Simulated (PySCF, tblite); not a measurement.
**C₇H₈F radical: geometry, infrared bands and EPR parameters**

Wanted: the infrared bands and EPR parameters of C₇H₈F radical (`C#CC/C(=[C]\C)CF`), by calculation.

Computed with tblite 0.8.0 and PySCF 2.14.0, with density-fitted response routines of our own, on a single molecule in the gas phase. Atoms count from 0, in the outputs and in this text.

## Step 1: The starting structure

16 atoms, charge 0, multiplicity 2; geometry from: force field or distance geometry start.

Bonds of the start (Å): C0–C1 1.23, C1–C2 1.46, C2–C3 1.47, C3–C4 1.32, C4–C5 1.48, C3–C6 1.50, C6–F7 1.38, C0–H8 1.06, C2–H9 1.11, C2–H10 1.12, C5–H11 1.11, C5–H12 1.14, C5–H13 1.12, C6–H14 1.10, C6–H15 1.13.

## Step 2: Relaxing the molecule with GFN2-xTB

The job: settings as JSON, then the geometry in Å.

```
{"job": {"kind": "relax", "xc": "GFN2-xTB", "basis": "xTB"}, "charge": 0, "multiplicity": 2}
C      2.330100     1.882000     0.708200
C      1.419600     1.374600     0.056200
C      0.355400     0.725800    -0.712000
C     -0.056600    -0.568300    -0.146200
C     -1.260200    -0.876400     0.300200
C     -2.450700    -0.003500     0.294900
C      1.002300    -1.630400    -0.044600
F      1.523900    -1.952100    -1.278100
H      3.099600     2.327800     1.283800
H      0.759600     0.610300    -1.738500
H     -0.565100     1.366300    -0.729800
H     -2.225900     1.072000     0.422600
H     -3.132500    -0.262000     1.170500
H     -3.075500    -0.159500    -0.626600
H      1.762000    -1.322300     0.686600
H      0.506300    -2.575200     0.341500
```

The run is started by

```sh
$ OMP_NUM_THREADS=1 python probes_run.py task.json out
```

This one command runs all jobs of the session in turn.

What it wrote:

```text
step      E/eV     max force
  0    -642.06361    2.919
  1    -642.11975    7.619
  2    -642.34717    1.694
  3    -642.39372    1.068
  4    -642.41857    0.427
  5    -642.43807    0.509
  6    -642.45101    0.303
  7    -642.45772    0.263
  8    -642.46560    0.261
  9    -642.47232    0.275
 10    -642.47811    0.219
 11    -642.48253    0.169
 12    -642.48630    0.179
 13    -642.48985    0.162
 14    -642.49340    0.176
 15    -642.49672    0.154
 16    -642.50001    0.184
 17    -642.50329    0.164
 18    -642.50593    0.132
 19    -642.50766    0.119
 20    -642.50888    0.123
 21    -642.51015    0.115
 22    -642.51183    0.130
 23    -642.51384    0.140
 24    -642.51581    0.107
 25    -642.51742    0.093
 26    -642.51869    0.076
 27    -642.51963    0.060
 28    -642.52027    0.056
 29    -642.52082    0.055
 30    -642.52150    0.075
 31    -642.52235    0.080
 32    -642.52314    0.061
 33    -642.52366    0.046
 34    -642.52401    0.044
 35    -642.52431    0.046
 36    -642.52458    0.036
 37    -642.52478    0.033
 38    -642.52495    0.032
 39    -642.52512    0.036
 40    -642.52531    0.034
 41    -642.52547    0.025
 42    -642.52559    0.027
 43    -642.52570    0.026
 44    -642.52583    0.028
 45    -642.52600    0.032
 46    -642.52619    0.027
 47    -642.52636    0.027
 48    -642.52647    0.026
 49    -642.52657    0.022
 50    -642.52667    0.020
 51    -642.52677    0.022
 52    -642.52685    0.024
 53    -642.52692    0.022
 54    -642.52700    0.022
 55    -642.52710    0.026
 56    -642.52724    0.033
 57    -642.52740    0.037
 58    -642.52761    0.042
 59    -642.52789    0.039
 60    -642.52823    0.034
 61    -642.52856    0.043
 62    -642.52884    0.045
 63    -642.52911    0.040
 64    -642.52941    0.040
 65    -642.52966    0.027
 66    -642.52981    0.018
 67    -642.52988    0.024
 68    -642.52992    0.019
 69    -642.52997    0.017
 70    -642.53002    0.015
 71    -642.53008    0.017
 72    -642.53012    0.017
 73    -642.53019    0.019
 74    -642.53029    0.024
 75    -642.53041    0.027
 76    -642.53049    0.023
 77    -642.53054    0.017
 78    -642.53058    0.016
 79    -642.53062    0.014
 80    -642.53066    0.015
 81    -642.53069    0.014
 82    -642.53072    0.012
 83    -642.53075    0.012
 84    -642.53078    0.015
 85    -642.53082    0.020
 86    -642.53086    0.021
 87    -642.53091    0.020
 88    -642.53100    0.022
 89    -642.53115    0.028
 90    -642.53132    0.029
 91    -642.53143    0.017
 92    -642.53150    0.015
 93    -642.53155    0.017
 94    -642.53162    0.018
 95    -642.53169    0.017
 96    -642.53175    0.019
 97    -642.53179    0.018
 98    -642.53183    0.016
 99    -642.53188    0.018
100    -642.53192    0.014
101    -642.53195    0.013
102    -642.53196    0.012
103    -642.53199    0.014
104    -642.53204    0.031
105    -642.53208    0.064
106    -642.53215    0.023
107    -642.53220    0.031
108    -642.53225    0.033
109    -642.53232    0.028
110    -642.53254    0.049
111    -642.53277    0.075
112    -642.53298    0.054
113    -642.53311    0.046
114    -642.53329    0.031
115    -642.53343    0.035
116    -642.53355    0.028
117    -642.53361    0.019
118    -642.53365    0.013
119    -642.53367    0.012
120    -642.53370    0.011
121    -642.53371    0.009
```

Wall time 1.9 s (1 thread of Intel Xeon at 2.50GHz, shared host).

Step by step: (not every step is listed)

```csv
step,energy from step 0 (eV),largest force (eV/Å)
0,0.0000,2.9192
1,-0.0561,7.6192
2,-0.2836,1.6945
3,-0.3301,1.0676
4,-0.3550,0.4273
5,-0.3745,0.5095
6,-0.3874,0.3030
7,-0.3941,0.2633
8,-0.4020,0.2614
18,-0.4423,0.1322
28,-0.4567,0.0562
38,-0.4613,0.0325
48,-0.4629,0.0260
58,-0.4640,0.0424
68,-0.4663,0.0193
78,-0.4670,0.0155
88,-0.4674,0.0224
98,-0.4682,0.0158
108,-0.4686,0.0334
116,-0.4699,0.0282
117,-0.4700,0.0193
118,-0.4700,0.0128
119,-0.4701,0.0122
120,-0.4701,0.0112
121,-0.4701,0.0094
```

Distances of close pairs at the start and the end, largest changes first:

```
  bond  before (Å)  after (Å)  change (Å)
 C2–C3       1.471      1.543      +0.072
C5–H12       1.139      1.091      -0.048
C6–H15       1.135      1.093      -0.042
C5–H13       1.124      1.090      -0.034
 C0–C1       1.229      1.198      -0.031
C2–H10       1.122      1.091      -0.030
 C3–C4       1.320      1.294      -0.026
 C4–C5       1.476      1.452      -0.024
```

The next job starts from the end point, and lists it.

## Step 3: Vibrational analysis with GFN2-xTB

The job: settings as JSON, then the geometry in Å.

```
{"job": {"kind": "ir", "xc": "GFN2-xTB", "basis": "xTB"}, "charge": 0, "multiplicity": 2}
C      2.132599     1.887305     0.903603
C      1.409526     1.384427     0.091457
C      0.527674     0.725737    -0.840821
C     -0.045434    -0.553992    -0.197178
C     -1.261029    -0.671160     0.231425
C     -2.518195     0.031700     0.415500
C      0.965852    -1.669611    -0.122487
F      1.340315    -2.069453    -1.390565
H      2.770376     2.353996     1.592920
H      1.081740     0.434884    -1.737270
H     -0.287270     1.395064    -1.122005
H     -2.403491     1.115356     0.286098
H     -2.901560    -0.144276     1.421848
H     -3.257322    -0.329939    -0.299972
H      1.881595    -1.330848     0.376457
H      0.557025    -2.550246     0.379579
```

What it wrote:

```text
mode    cm-1     km/mol
  1      36.6      0.71
  2      60.4      0.01
  3      64.1      2.62
  4     123.1      1.66
  5     154.2      5.14
  6     193.0      6.19
  7     277.7      4.66
  8     299.5      2.51
  9     322.4      1.15
 10     411.8      0.96
 11     455.9     12.05
 12     584.1      1.31
 13     635.8     22.54
 14     650.1     25.84
 15     776.0      9.10
 16     911.9      4.60
 17     929.7      5.39
 18     992.5     62.03
 19     997.3     54.96
 20    1015.7      1.61
 21    1017.8      1.52
 22    1082.0     20.14
 23    1094.1      3.38
 24    1157.8      4.21
 25    1208.2     19.58
 26    1240.2      2.00
 27    1300.8     12.83
 28    1374.4      4.09
 29    1425.4      6.50
 30    1432.2      2.32
 31    1433.0      6.85
 32    1451.3      7.37
 33    1820.8     51.55
 34    2275.9      9.67
 35    2881.1     21.92
 36    2926.7     25.11
 37    2955.6      8.11
 38    2968.7     28.78
 39    2979.1     26.50
 40    2983.2     18.67
 41    2998.0     21.19
 42    3398.9      3.91
```

Run time: 1.3 s. Hardware: 1 thread of Intel Xeon at 2.50GHz, shared host.

Which atoms move in the most intense modes:

```csv
cm⁻¹,km/mol,atoms
636,22.5,"H8 82 %, C0 12 %"
650,25.8,H8 69 %
992,62.0,"C6 20 %, C2 18 %, F7 14 %"
997,55.0,"C6 34 %, F7 22 %"
1821,51.5,"C4 55 %, C3 42 %"
2927,25.1,H14 93 %
2969,28.8,H15 93 %
2979,26.5,H10 91 %
```

## Step 4: EPR parameters: B3LYP/pcH-1

The job, as its differences from that of step 3:

```diff
@@ -1,2 +1,2 @@
-{"job": {"kind": "ir", "xc": "GFN2-xTB", "basis": "xTB"}, "charge": 0, "multiplicity": 2}
+{"job": {"kind": "epr", "basis": "pcH-1"}, "charge": 0, "multiplicity": 2}
 C      2.132599     1.887305     0.903603
```

Level: UKS B3LYP, pcH-1 on C F H, non-relativistic, mean-field spin-orbit, GIAO.

What it wrote:

```text
UKS, coarse grid
  cycle   1  E = -371.18172208  |g| = 4.38e-01
  cycle   2  E = -371.15642686  |g| = 5.60e-01
  cycle   3  E = -371.25830790  |g| = 8.45e-02
  cycle   4  E = -371.26042753  |g| = 3.81e-02
  cycle   5  E = -371.26093034  |g| = 2.25e-02
  cycle   6  E = -371.26117309  |g| = 6.05e-03
  cycle   7  E = -371.26120430  |g| = 1.94e-03
  cycle   8  E = -371.26121233  |g| = 1.22e-03
  cycle   9  E = -371.26121456  |g| = 5.87e-04
UKS, final grid
  cycle   1  E = -371.26113104  |g| = 8.69e-04
  cycle   2  E = -371.26113030  |g| = 1.58e-03
  cycle   3  E = -371.26113154  |g| = 1.24e-04
  cycle   4  E = -371.26113157  |g| = 9.60e-05
  cycle   5  E = -371.26113160  |g| = 2.30e-05
  cycle   6  E = -371.26113160  |g| = 4.86e-06
E = -371.26113160 Eh   <S^2> = 0.7583 (exact 0.7500)
g shifts (ppm)      1          2          3
  rmc          -157       -157       -157
  gc             31          5         11
  oz_so        -509         88        524
  total        -635        -64        378
hyperfine (MHz)  atom isotope    a_iso     a_fc   dipolar eigenvalues
    0   13C       2.26       2.26     -2.09     -1.74      3.83
    1   13C      -7.71      -7.71     -1.59     -0.12      1.70
    2   13C      66.56      66.56     -7.99     -7.09     15.07
    3   13C      -2.44      -2.44    -17.58      1.77     15.81
    4   13C     264.25     264.25    -81.24    -61.32    142.56
    5   13C      13.25      13.25     -4.67     -3.75      8.43
    6   13C      62.49      62.49     -4.77     -4.22      8.99
    7   19F     -10.21     -10.21    -13.68     -4.36     18.04
    8    1H      -2.16      -2.16     -1.41     -0.39      1.80
    9    1H      -2.73      -2.73     -4.07     -1.12      5.18
   10    1H      -6.17      -6.17     -5.63     -0.80      6.42
   11    1H     137.13     137.13     -5.54     -1.81      7.35
   12    1H      51.59      51.59     -6.75     -5.64     12.39
   13    1H      12.25      12.25     -6.34     -4.74     11.08
   14    1H       1.05       1.05     -2.56     -2.03      4.59
   15    1H      -3.57      -3.57     -6.17     -2.36      8.53
```

Run time: 2.5 min. Hardware: 1 thread of Intel Xeon at 2.50GHz, shared host; peak memory 0.97 GiB.

Principal g values 2.00168, 2.00226, 2.00270; g(iso) = 2.00221, against 2.00232 for a free electron.

Mean a(iso) over the nuclei that a row names, and the largest dipolar term of the row (other rows stand at the frozen geometry):

```csv
nuclei,isotope,a(iso) (MHz),"a(iso) (G, at g = 2.0023)",largest dipolar term (MHz)
C4,13C,264.2,94.3,142.6
"H11, H12, H13",1H,67.0,23.9,12.4
C2,13C,66.6,23.8,15.1
C6,13C,62.5,22.3,9.0
C5,13C,13.2,4.7,8.4
F7,19F,-10.2,-3.6,18.0
C1,13C,-7.7,-2.8,1.7
"H9, H10",1H,-4.5,-1.6,6.4
C3,13C,-2.4,-0.9,-17.6
C0,13C,2.3,0.8,3.8
H8,1H,-2.2,-0.8,1.8
"H14, H15",1H,-1.3,-0.4,8.5
```

Mulliken spin populations:

C0 0.03; C1 -0.02; C2 0.08; C3 -0.17; C4 1.00; C5 -0.04; C6 0.04; F7 0.00; H8 0.00; H9 0.00; H10 0.00; H11 0.07; H12 0.02; H13 0.00; H14 0.00; H15 0.00

In first order the couplings over 0.8 MHz of 1H, 19F give 144 distinct lines over 80.1 G, if the averaged nuclei exchange fast.

Orbitals, density, ELF and potential are computed afterwards from the orbital file.

ELF in a plane through or near 4 of the atoms.

Ten even steps from '0' (0.00) to '9' (0.99):
```
0000000000000000000000000000
0000000000000000000000000000
0000000000000000000000000000
0000000011100000000000000000
0000157644432000000000000000
0000389876653000025410000000
0000278544874000058730000000
0000146538873000037754100000
0000135788751001135476300000
0000024566410367578256310000
0000000000003689318533210000
0000000037856756778400000000
0000000499984741588610000000
0000000489953761036400000000
0000000001237996000000000000
0000000000004787000000000000
0000000000000122000000000000
0000000000000000000000000000
0000000000000000000000000000
0000000000000000000000000000
```
The map spans 11.7 Å across and 10.3 Å up, centred on the molecule. Atoms in the plane (x, y in Å): C0 (-2.4, 1.7), C4 (1.4, -0.4), C6 (-0.7, -1.8), H14 (-1.6, -1.5).

log10 of the density (e/Å³) in the same plane.

Ten even steps from ' ' (-4.0) to '@' (1.0):
```
                                                        
                                                        
          ....::::::....                                
        ::----====------::..        ....                
      ::--==++**++++++==--::......::::--::::..          
    ..::==++**######**++==--::::::--======--::..        
    ..--==**##%%@@%%##**++==----==++++**++==--::..      
    ..::==++**##%%%%%%##**========**######**++==::..    
    ..::--==**########****++++++++**##%%%%##**==--..    
      ..--====++**************######%%%%%%##**==--::    
        ..::--====++++++**####%%%%%%%%##****++==--..    
          ..::--++****############%%##**++====--::..    
          ..::==++##%%%%%%####********++==----::..      
          ..::==++**##%%@@%%##**++++====--::..          
            ..--==++**########++==----::..              
            ..::--==++++******++--::::..                
                ..::--========--::..                    
                    ..::::::::....                      
                          ..                            
                                                        
```
The map spans 11.7 Å across and 10.3 Å up, centred on the molecule. Atoms in the plane (x, y in Å): C0 (-2.4, 1.7), C4 (1.4, -0.4), C6 (-0.7, -1.8), H14 (-1.6, -1.5).

On the surface of density 0.002 e/bohr³ the electrostatic potential runs, from the 1st to the 99th percentile, from -1.15 V near F7 to 1.36 V near H8.

The spin density lies nearest to C4 69 %; C3 7 % (beta excess).

## Step 5: Outcome

| quantity | value |
| --- | --- |
| strongest single infrared mode (GFN2-xTB) | 992 cm⁻¹, 62 km/mol |
| zero-point energy (GFN2-xTB) | 76.2 kcal/mol |
| g(iso) (B3LYP) | 2.00221 |
| ⟨S²⟩ | 0.758 (exact 0.75) |
| largest a(iso) (averaged by class) | 13C on C4, 264.2 MHz |
| surface potential, 1st and 99th percentile | -1.15 V and 1.36 V |

**Reading.** Relaxing lowered the energy by 0.470 eV in 121 steps; the close pair that moved most is C2–C3, from 1.471 to 1.543 Å. No mode is imaginary among the 42: a minimum at this level. The strongest single mode, at 992 cm⁻¹, has its largest shares on C6, C2 and F7 (the list is cut at 3 atoms). Unscaled tight-binding wavenumbers are off by several per cent, some by more. Its intensities can rank the bands wrongly. Most of the unpaired spin sits on C4 (1.00 e). The isotropic g lies 0.1 ppt below the free-electron value.
